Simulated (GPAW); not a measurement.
Te2Mo:

```xyz
6
Lattice="3.5182 0.0000 0.0000 -1.7591 3.0469 0.0000 0.0000 0.0000 13.9736" Properties=species:S:1:pos:R:3 pbc="T T T"
Te    0.0000    2.0312    8.6776
Te    1.7591    1.0156    1.6908
Te    0.0000    2.0312   12.2828
Te    1.7591    1.0156    5.2960
Mo    0.0000    2.0312    3.4934
Mo    1.7591    1.0156   10.4802
```

Base run:

| Property | Result |
| --- | --- |
| Program | GPAW 26.7.0 |
| Functional | GLLB-SC |
| Potentials or basis | the program's PAW data sets (release 1.2.1) made for this functional |
| Cutoff | 600 eV |
| Basis | pw |
| k mesh | 6 × 6 × 2 |
| Occupations | fermi-dirac, width 0.05 eV |
| Spin | no spin polarisation |

Its results: band gap on the k mesh, kohn-sham part alone 0.92 eV, indirect (least direct gap 1.03 eV).

**Question.** The run is repeated on the same cell with these changes: functional from GLLB-SC to LDA; spin from no spin polarisation to spin-orbit coupling, no magnetisation. What comes out?

**Answer.** Band gap on the k mesh 0.78 eV, indirect (least direct gap 0.95 eV).

Several settings changed at once, so the effect can't be laid on one alone.

Caveats: a model potential gives levels but no total energy (some runs); spin-orbit coupling is left out, which moves the levels of the heavy elements (some runs); spin-orbit coupling was added after a scalar SCF, so levels and gaps hold it while energy, forces, pressure and moments don't (some runs); this program's spin-orbit splittings come out too wide for heavy elements (some runs); the mesh misses the band edges, which the band path finds closer together (some runs).
